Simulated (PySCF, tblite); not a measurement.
# C3H13FSi4: geometry, infrared bands and NMR shifts

Aim: predict the infrared bands and NMR shifts of C3H13FSi4 (`F[Si@H]1C[C@H]([SiH]([SiH3])[SiH3])C1`).

Programs: tblite 0.8.0 and PySCF 2.14.0, with density-fitted response routines of our own. Each step states its level of theory. These are calculated values for one molecule in the gas phase, unless marked as measured. Atoms are numbered from 0 throughout.

## (1) Starting geometry

21 atoms, charge 0, multiplicity 1; geometry from: force field or distance geometry start.

Bonds of the start (Å): F0–Si1 1.59, Si1–C2 1.88, C2–C3 1.58, C3–Si4 1.96, Si4–Si5 2.30, Si4–Si6 2.30, C3–C7 1.58, C7–Si1 1.88, Si1–H8 1.50, C2–H9 1.09, C2–H10 1.09, C3–H11 1.09, Si4–H12 1.49, Si5–H13 1.49, Si5–H14 1.49, Si5–H15 1.49, Si6–H16 1.48, Si6–H17 1.48, Si6–H18 1.49, C7–H19 1.09, C7–H20 1.10.

## (2) Optimising the geometry with GFN2-xTB

What the job is given:

```
{"job": {"kind": "relax", "xc": "GFN2-xTB", "basis": "xTB"}, "charge": 0, "multiplicity": 1}
F      3.671000    -0.054500    -1.443700
Si     3.087300    -0.283400     0.018800
C      1.719700     0.934500     0.446700
C      0.712400    -0.006400    -0.323400
Si    -1.098500     0.000400     0.422100
Si    -2.407700    -1.531100    -0.695000
Si    -2.091700     2.033900    -0.004000
C      1.518900    -1.326700     0.006500
H      4.107400    -0.582900     1.077500
H      1.823700     1.931400     0.009600
H      1.557400     1.029800     1.522000
H      0.643800     0.198100    -1.390800
H     -1.041400    -0.286200     1.887700
H     -2.434500    -1.219800    -2.147500
H     -3.793200    -1.503900    -0.157700
H     -1.845100    -2.895100    -0.503800
H     -2.131600     2.295800    -1.459100
H     -1.319500     3.113700     0.653000
H     -3.480300     2.050900     0.538200
H      1.482000    -2.094600    -0.771700
H      1.310900    -1.787000     0.978900
```

The run is started by

```bash
$ OMP_NUM_THREADS=1 python probes_run.py task.json out
```

One launch serves the whole session: the jobs run in the order shown.

**Question.** This job is followed by: GFN2-xTB harmonic vibrations, gas phase; GIAO PBE0/pcSseg-1 NMR shielding, non-relativistic, gas phase. What will the session give for the following? strongest single infrared mode (GFN2-xTB); zero-point energy (GFN2-xTB); 13C shifts against TMS (PBE0/pcSseg-1, means over atoms taken as alike); 1H shifts against TMS (PBE0/pcSseg-1, means over atoms taken as alike); 19F shifts against CFCl3 (PBE0/pcSseg-1); 29Si shifts against TMS (PBE0/pcSseg-1, means over atoms taken as alike).

As calculated:

| quantity | value |
| --- | --- |
| strongest single infrared mode (GFN2-xTB) | 772 cm⁻¹, 837 km/mol |
| zero-point energy (GFN2-xTB) | 86.9 kcal/mol |
| 13C shifts against TMS (PBE0/pcSseg-1, means over atoms taken as alike) | 32.3, 15.1 ppm |
| 1H shifts against TMS (PBE0/pcSseg-1, means over atoms taken as alike) | 5.88, 3.84, 3.45, 2.14, 1.96, 1.48 ppm |
| 19F shifts against CFCl3 (PBE0/pcSseg-1) | -191.9 ppm |
| 29Si shifts against TMS (PBE0/pcSseg-1, means over atoms taken as alike) | 30.9, -61.3, -117.9 ppm |

In words: The optimisation took 86 steps and gained 0.528 eV; among the close pairs (by a distance rule), Si1–H8 changed most, from 1.500 to 1.450 Å. All 57 modes are real, so the xTB geometry is a minimum. The strongest single mode, at 772 cm⁻¹, has its largest shares on H16, H13, H18 and H14 (the list is cut at 4 atoms). GFN2-xTB is a fitted tight-binding method: band positions and strengths are rough. Its intensities can rank the bands wrongly.
